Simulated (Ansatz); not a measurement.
# Zn (Zn (0001), 4 layers): how the settings move a relaxation

Question: which choices in the input matter for Zn (Zn (0001), 4 layers)?

Program: Ansatz 0.2.0. Level of theory: reference: DFT, PBEsol, PAW with Ansatz's default frozen-core files, scalar-relativistic. These are calculated values, not measurements.

## 1. The system as given

Symmetry: P-3m1, No. 164, trigonal system. Conventional cell: a = 2.590 Å, b = 2.590 Å, c = 23.377 Å, α = 90.00°, β = 90.00°, γ = 120.00°. Around Zn (site symmetry 3m) lie 9 Zn at 2.59 to 2.88 Å. Around Zn (site symmetry 3m) lie 12 Zn at 2.59 to 2.88 Å.

Coordinates:

```xyz
4
Lattice="2.5897 0.0000 0.0000 -1.2948 2.2427 0.0000 0.0000 0.0000 23.3765" Properties=species:S:1:pos:R:3 pbc="T T T"
Zn    1.9423    0.3738    8.0000
Zn   -0.6474    1.8690   10.4588
Zn    1.9423    0.3738   12.9177
Zn   -0.6474    1.8690   15.3765
```

## 2. Baseline

File input.yaml:

```yaml
crystal:
  lattice:
    - [2.5896975869, 0.0, 0.0]
    - [-1.2948487935, 2.2427438984, 0.0]
    - [0.0, 0.0, 23.3765]
  atoms:
    - { symbol: Zn, position: [0.833333333, 0.166666667, 0.342225085] }
    - { symbol: Zn, position: [0.166666667, 0.833333333, 0.4474083619] }
    - { symbol: Zn, position: [0.833333333, 0.166666667, 0.5525916381] }
    - { symbol: Zn, position: [0.166666667, 0.833333333, 0.657774915] }
kpoints:
  mp_grid: { grid: [16, 16, 1] }
scf:
  occupations: { method: fermi_dirac, width: 0.1 }
hamiltonian:
  xc: pbesol
  pseudopotentials: { kind: paw }
output:
  forces: true
  stress: true
  eigenvalues: true
relax:
  f_tol: 0.01
  max_steps: 40
efield:
  axis: 3
  amplitude: 0
  dipole_correction: true
```

Run with:

```sh
$ ansatz run input.yaml --threads 1 --pin off --max-ram 3584MiB --backend cpu --events-out ev --progress --plain --runs-dir out
```

## 3. The same system, input altered

input.yaml, as its differences from that of step 2:

```diff
@@ -14,2 +14,3 @@
   occupations: { method: fermi_dirac, width: 0.1 }
+  convergence: { dr2_threshold: 0.0001 }
 hamiltonian:
@@ -21,2 +22,6 @@
   eigenvalues: true
+  write_density: true
+  write_potential: true
+  elf: true
+  volumetric_format: npy
 relax:
```

(Steps that only read results are left out.)

Q: Predict the outcome of this session. Wanted: for each run, ending; energy change; gap; force.

As calculated:

```
                    run     ending  energy change  gap (eV)  force (eV/Å)  cycles  time
              reference  converged              0      0.00          0.00      22  47 s
1: dr2_threshold 0.0001  converged   0.0 meV/atom      0.00          0.00      14  30 s
```

Times don't compare one to one where runs were asked for different outputs or read a saved state (see the inputs); cycles may leave out searches for a lower state.

What this shows: With the changed convergence setting the energy agrees within 0.5 meV/atom.
